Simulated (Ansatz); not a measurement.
# FH₂O₂SV: basis-set convergence

The task here is to estimate one member of a computed series from the others.

Computed with Ansatz 0.2.0, Gaussian basis. Level: one geometry, several basis sets.

The runs, in order: PBE0-D4/def2-SVP; ωB97M-V/def2-SVP; PBE0-D4/def2-QZVPP; ωB97M-V/def2-QZVPP; the functionals' def2-TZVPP values are taken from earlier runs.

## The geometry

The geometry comes from an earlier relaxation with PBE0-D4 in a triple-zeta def2 set; it is a stationary point, not always the lowest conformer.

SMILES `[OH][V]([OH])([F])=[S]`, 7 atoms, charge 0, spin multiplicity 1.

Atoms are counted from 1 here; the program's logs count them from 0.

Bond lengths: O1–V2 1.744 Å, O1–H6 0.961 Å, V2–O3 1.744 Å, V2–F4 1.727 Å, V2–S5 1.996 Å, O3–H7 0.961 Å. Angles: V2–O1–H6 124.2°, O1–V2–O3 108.9°, O1–V2–F4 109.5°, O1–V2–S5 109.7°, O3–V2–F4 109.5°, O3–V2–S5 109.7°, F4–V2–S5 109.6°, V2–O3–H7 124.2°.

The first run:

The input, in.yaml:

```yaml
crystal:
  periodic: [false, false, false]
  atoms:
    - {symbol: O, position_ang: [-1.004849, 0.582068, 1.116512]}
    - {symbol: V, position_ang: [-0.030411, -0.335773, -0.000946]}
    - {symbol: O, position_ang: [1.610491, 0.250073, 0.069050]}
    - {symbol: F, position_ang: [-0.064912, -2.004531, 0.441821]}
    - {symbol: S, position_ang: [-0.744520, -0.119741, -1.852427]}
    - {symbol: H, position_ang: [-1.821381, 1.029979, 0.878727]}
    - {symbol: H, position_ang: [2.116780, 0.530025, -0.698537]}
basis:
  gaussian: {orbitals: def2-SVP}
hamiltonian: {xc: pbe0, dispersion: d4}
output: {orbitals: {seedname: orbitals}}
```

Steps of the session up to this table: PBE0-D4 in def2-SVP; ωB97M-V in def2-SVP; PBE0-D4 in def2-QZVPP; ωB97M-V in def2-QZVPP.

One of the session's tables, all rows but one given; the rest of the session is left out.

It belongs to the step «Functionals by basis». 

| functional | basis | HOMO (eV) | LUMO (eV) |
| --- | --- | --- | --- |
| PBE0-D4 | def2-SVP | -8.30 | -3.21 |
| PBE0-D4 | def2-TZVPP | ? | ? |
| PBE0-D4 | def2-QZVPP | -8.38 | -3.28 |
| ωB97M-V | def2-SVP | -10.41 | -0.97 |
| ωB97M-V | def2-TZVPP | -10.53 | -1.08 |
| ωB97M-V | def2-QZVPP | -10.55 | -1.13 |

Q: Estimate the row for PBE0-D4, def2-TZVPP from the others.

As computed: HOMO (eV): -8.38; LUMO (eV): -3.26.
